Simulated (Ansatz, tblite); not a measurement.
# The cluster Zn7H20Se7: a ladder of methods and basis sets

How do method and basis change the picture of the cluster Zn7H20Se7 (singlet)?

Computed with Ansatz 0.2.0, Gaussian basis. Level: as each input shows.

The runs, in order: GFN1-xTB, GFN2-xTB, PBE-D4/def2-TZVP, r2SCAN-D4/def2-TZVP, BHLYP-D4/def2-TZVP, PBE-D4/def2-SVP, PBE0-D4/def2-SVP, HF/STO-3G, MP2/def2-SVP.

2 further runs of the same task are left out: 2 set aside as unsound or not needed.

**1. The structure**

The geometry is that of the singlet, from an earlier relaxation (PBE-D4/def2-SVP).

34 atoms, charge 0, spin multiplicity 1.

Bond lengths: Se1–Zn9 2.593 Å, Se1–H25 1.498 Å, Se1–H26 1.493 Å, Se2–Zn8 2.705 Å, Se2–Zn10 2.645 Å, Se2–Zn11 2.769 Å, Se2–H27 1.484 Å, Se3–Zn8 2.539 Å, Se3–Zn12 2.538 Å, Se3–Zn14 2.537 Å, Se3–H28 1.482 Å, Se4–Zn9 2.590 Å, Se4–H29 1.492 Å, Se4–H30 1.498 Å, Se5–Zn9 2.596 Å, Se5–H31 1.490 Å, Se5–H32 1.499 Å, Se6–Zn10 2.768 Å and more. Angles: Zn9–Se1–H25 89.4°, Zn9–Se1–H26 93.0°, H25–Se1–H26 89.3°, Zn8–Se2–Zn10 97.4°, Zn8–Se2–Zn11 59.4°, Zn8–Se2–H27 87.9°, Zn10–Se2–Zn11 144.0°, Zn10–Se2–H27 98.1°, Zn11–Se2–H27 107.2°, Zn8–Se3–Zn12 113.8°, Zn8–Se3–Zn14 113.0°, Zn8–Se3–H28 105.6°, Zn12–Se3–Zn14 112.6°, Zn12–Se3–H28 105.9°, Zn14–Se3–H28 105.1°, Zn9–Se4–H29 93.3°, Zn9–Se4–H30 89.0°, H29–Se4–H30 89.2° and more.

PBE0-D4/def2-TZVP was run before; its log isn't repeated, and its numbers join the tables.

**2. GFN1-xTB**

Tight binding, by tblite at 300 K electronic temperature and without a spin-polarisation term:

```python
tblite.interface.Calculator('GFN1-xTB', numbers, positions, charge=0, uhf=0).singlepoint()
```

Energy -1089.3755 eV, HOMO -9.63 eV, LUMO -6.73 eV; 0.068 s.

**3. GFN2-xTB**

Tight binding, by tblite at 300 K electronic temperature and without a spin-polarisation term:

```python
tblite.interface.Calculator('GFN2-xTB', numbers, positions, charge=0, uhf=0).singlepoint()
```

Energy -991.8197 eV, HOMO -10.93 eV, LUMO -7.95 eV; 0.078 s.

**4. PBE-D4/def2-TZVP**

start.molden holds the orbitals of an earlier run on this state, given as this run's starting guess.

Contents of in.yaml:

```yaml
crystal:
  periodic: [false, false, false]
  atoms:
    - {symbol: Se, position_ang: [-3.292237, 0.424935, -0.796015]}
    - {symbol: Se, position_ang: [-0.380371, -1.797482, -0.983573]}
    - {symbol: Se, position_ang: [1.996134, -2.011750, 2.003127]}
    - {symbol: Se, position_ang: [-0.421748, 0.809534, -3.315711]}
    - {symbol: Se, position_ang: [-0.805315, 3.322478, -0.412830]}
    - {symbol: Se, position_ang: [1.778478, 0.984969, -0.369916]}
    - {symbol: Se, position_ang: [-0.979553, 0.354006, 1.833970]}
    - {symbol: Zn, position_ang: [0.319422, -3.583063, 0.924385]}
    - {symbol: Zn, position_ang: [-2.278945, 2.291132, -2.284051]}
    - {symbol: Zn, position_ang: [2.052950, -1.306771, -1.898231]}
    - {symbol: Zn, position_ang: [-1.897095, -2.068584, 1.317120]}
    - {symbol: Zn, position_ang: [0.948566, -0.329624, 3.589569]}
    - {symbol: Zn, position_ang: [1.312283, 1.889595, 2.073504]}
    - {symbol: Zn, position_ang: [3.558929, -0.926158, 0.325772]}
    - {symbol: H, position_ang: [0.689492, -4.970106, 0.309585]}
    - {symbol: H, position_ang: [-0.900416, -3.178497, 2.061706]}
    - {symbol: H, position_ang: [-3.188581, 3.194116, -3.181238]}
    - {symbol: H, position_ang: [2.021185, -1.103579, -3.452454]}
    - {symbol: H, position_ang: [-3.450301, -2.033550, 1.104586]}
    - {symbol: H, position_ang: [0.370439, -0.687525, 4.994810]}
    - {symbol: H, position_ang: [2.083913, 0.887823, 3.156382]}
    - {symbol: H, position_ang: [1.088446, 3.441239, 2.044879]}
    - {symbol: H, position_ang: [3.147799, -2.062538, -0.895971]}
    - {symbol: H, position_ang: [4.949940, -0.316844, 0.690616]}
    - {symbol: H, position_ang: [-4.341937, 0.187621, -1.837871]}
    - {symbol: H, position_ang: [-4.218698, 1.369596, -0.105250]}
    - {symbol: H, position_ang: [-0.706571, -2.946939, -1.863274]}
    - {symbol: H, position_ang: [2.865782, -2.871891, 2.839520]}
    - {symbol: H, position_ang: [-1.377130, 0.073646, -4.194124]}
    - {symbol: H, position_ang: [-0.244404, 1.830952, -4.397629]}
    - {symbol: H, position_ang: [0.016004, 4.130040, -1.358597]}
    - {symbol: H, position_ang: [-1.783437, 4.454530, -0.316977]}
    - {symbol: H, position_ang: [2.931616, 1.863284, -0.687198]}
    - {symbol: H, position_ang: [-1.861939, 0.674002, 2.982982]}
basis:
  gaussian: {orbitals: def2-TZVP, fitting: {mean_field: def2-universal-jkfit}, initial_orbitals: start.molden}
hamiltonian: {xc: pbe, dispersion: d4}
scf: {omitted_lower_state_checks: [starts]}
output: {forces: true, orbitals: {seedname: orbitals}}
```

Started as:

```console
> ansatz run in.yaml --threads 4 --pin off --events-out ev --progress --plain --max-ram 66560MiB --backend cuda --devices 0, --max-vram 37GiB
```

Further steps of the session: r2SCAN-D4/def2-TZVP; BHLYP-D4/def2-TZVP; PBE-D4/def2-SVP; PBE0-D4/def2-SVP; HF/STO-3G; MP2/def2-SVP.

Q: Predict the results of all the runs planned. Wanted: gap in def2-TZVP, named functionals, smallest and largest; correlation energy, MP2/def2-SVP; binding an atom, functionals in def2-TZVP; PBE0 total energy, smallest basis above largest.

The runs gave:

| quantity | value |
| --- | --- |
| gap in def2-TZVP, named functionals, smallest and largest | 3.42 eV (PBE-D4), 7.26 eV (BHLYP-D4) |
| correlation energy, MP2/def2-SVP | -109.29 eV |
| binding an atom, functionals in def2-TZVP | 2.07 (BHLYP-D4) to 2.16 eV (r2SCAN-D4) |
| PBE0 total energy, smallest basis above largest | 104.48 eV (def2-SVP, def2-TZVP) |

What this shows: Orbital gaps of the named functionals in def2-TZVP span 3.42 eV (PBE-D4) to 7.26 eV (BHLYP-D4); exact exchange widens it.
